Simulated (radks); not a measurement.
**Al⁺ in [Ne] 3s2: an all-electron calculation**

One table from this session's results is given with a row withheld; the runs are named, their logs left out.

The numbers are computed with radks (a radial shooting solver on a logarithmic mesh, Libxc functionals) version 1 (Dirac Kohn-Sham, PBE, spin-unpolarised, spherical densities, finite nucleus), except any that are marked as measured or tabulated.

## What is computed

* element: aluminium (Z = 13)
* charge: +1
* electrons: 12
* configuration: [Ne] 3s2
* nuclear rms radius: 3.061 fm

The outer shells:

Al⁺
```
[Ne] core
3s [↑↓]
```

The first run:

Input:

```text
Z 13
configuration [Ne] 3s2 3p0 4s0 3d0 4f0
relativity Dirac
functional pbe,pbe
spin unpolarised
j_filling average
nucleus finite rms 3.061 fm
c 137.035999084
```

Started as:

```bash
$ python run_ks.py task.json out
```

The same process makes all the runs of this session.

One table of the session follows, with a row left open; its other results are not shown here.

Sizes of the orbitals, from the radial functions (bohr):

| level | <r> | outermost maximum (interpolated) | 90 % within | nodes |
| --- | --- | --- | --- | --- |
| 1s1/2 | ? | ? | ? | ? |
| 2s1/2 | 0.6257 | 0.496 | 0.990 | 1 |
| 2p1/2 | 0.6015 | 0.427 | 1.02 | 0 |
| 2p3/2 | 0.6037 | 0.429 | 1.02 | 0 |
| 3s1/2 | 2.377 | 2.02 | 3.59 | 2 |
| 3p1/2 | 2.902 | 2.40 | 4.47 | 1 |
| 3p3/2 | 2.908 | 2.40 | 4.47 | 1 |

**Question.** Estimate the row for 1s1/2.

The run gave: <r>: 0.1202; outermost maximum (interpolated): 0.0784; 90 % within: 0.215; nodes: 0. In the column «<r>» it is the lowest.
